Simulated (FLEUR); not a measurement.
**Ho under changes of volume**

One of the cells (31.119 Å³/atom); the others are scaled copies at fixed shape and fractional positions:

```xyz
2
Lattice="3.5773 0.0000 0.0000 -1.7887 3.0980 0.0000 0.0000 0.0000 5.6158" Properties=species:S:1:pos:R:3 pbc="T T T"
Ho    1.7887    1.0327    4.2119
Ho    0.0000    2.0654    1.4040
```

```yaml
Program: FLEUR MaX-R8.1 (later development tree)
Functional: BLYP
Potentials_or_basis: all-electron
Basis: FLAPW
Kmax: 4.1 1/bohr
k_mesh: 9 × 9 × 5
Occupations: fermi-dirac, width 0.05 eV
Spin: collinear spin, ferromagnetic start
Starting_moments: "[4.0, 4.0] μB"
```

```tsv
volume (Å³/atom)	energy over the lowest point (meV/atom)	moment (μB per cell)
29.252	34.11	6.81
29.874	21.95	6.80
31.119	6.39	6.79
32.364	?	?
32.986	0.00	6.77
```

Question: What does the run at 32.364 Å³/atom give?

Answer: Energy over the lowest point 0.72 meV/atom; moment 6.78 μB per cell.

Worked out: A Birch-Murnaghan fit of order 2 (a polynomial in V^(-2/3)) to the other rows has its minimum at 32.70 Å³/atom with B0 = V·E''(V) = 25 GPa at fixed shape and positions, which overstates the stiffness. It gives 0.10 meV/atom at 32.364 Å³/atom, against the run's 0.72. A straight line through the other rows of the moment, of slope -0.0103 μB per Å³/atom, gives 6.78 μB, against the run's 6.78.

Energies are extrapolated to zero smearing.

Caveats: the magnetic or orbital state may not be the lowest.
